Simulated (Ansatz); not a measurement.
# LaP5: the cost of one run

Method: DFT PBE, plane waves, PAW, scalar-relativistic, no spin polarisation, in Ansatz 0.2.0.

### 1 Starting point

The cell holds 12 atoms (La2P10): a = 4.825 Å, b = 7.332 Å, c = 7.983 Å, α = 95.02°, β = 75.17°, γ = 97.88°.

As a file:

```xyz
12
Lattice="4.4461 -0.9448 -1.6179 0.4011 7.3185 -0.1730 4.4460 -0.7876 6.5835" Properties=species:S:1:pos:R:3 pbc="T T T"
P     2.3176    3.8400    0.1803
P     6.4490    3.1998    4.1501
La    4.9149    5.5019    5.7945
La    5.5034    4.4245    1.3265
P     4.1773    2.5034   -0.9603
P     6.6723   -0.3424    3.3634
P     3.5729   -0.5890    3.1440
P     6.2183    0.8778    5.5550
P     5.1568    0.5151    1.4783
P     4.4146    1.6992    3.8734
P     2.9260    1.7931    1.5717
P     3.1127   -0.3035    0.1348
```

### 2 Molecular dynamics

input.yaml

```yaml
crystal:
  lattice:
    - [4.446084, -0.944753, -1.61785]
    - [0.401058, 7.318543, -0.172975]
    - [4.446042, -0.787592, 6.583549]
  atoms:
    - { symbol: P, position: [0.341993, 0.582476, 0.126732] }
    - { symbol: P, position: [0.602199, 0.600413, 0.794134] }
    - { symbol: La, position: [0.10002, 0.864492, 0.927441] }
    - { symbol: La, position: [0.762063, 0.746879, 0.408385] }
    - { symbol: P, position: [0.828619, 0.456531, 0.069754] }
    - { symbol: P, position: [0.782398, 0.130247, 0.706565] }
    - { symbol: P, position: [0.260651, 0.011485, 0.541913] }
    - { symbol: P, position: [0.419513, 0.276771, 0.954127] }
    - { symbol: P, position: [0.731267, 0.208874, 0.409739] }
    - { symbol: P, position: [0.292803, 0.341994, 0.669277] }
    - { symbol: P, position: [0.306794, 0.319316, 0.322518] }
    - { symbol: P, position: [0.541344, 0.045061, 0.15469] }
kpoints:
  mp_grid: { grid: [3, 2, 2] }
magnetization:
  spin_polarized: false
scf:
  occupations: { method: cold, width: 0.15 }
hamiltonian:
  pseudopotentials: { kind: paw }
  xc: pbe
basis:
  ecutwfc: 420
md:
  timestep: 1.5
  n_steps: 40
  ensemble: nvt_nose_hoover
  temperature: 1200.0
  initial_velocities: maxwell_boltzmann
  seed: 681982
```

Command:

```sh
$ ansatz run input.yaml --threads 2 --pin off --max-ram 2560MiB --backend cpu --events-out ev --progress --plain --runs-dir out
```

Q: Estimate wall time and peak memory on 2 threads of an Arm CPU, shared host.

About 2 min, with a peak of 0.56 GiB.
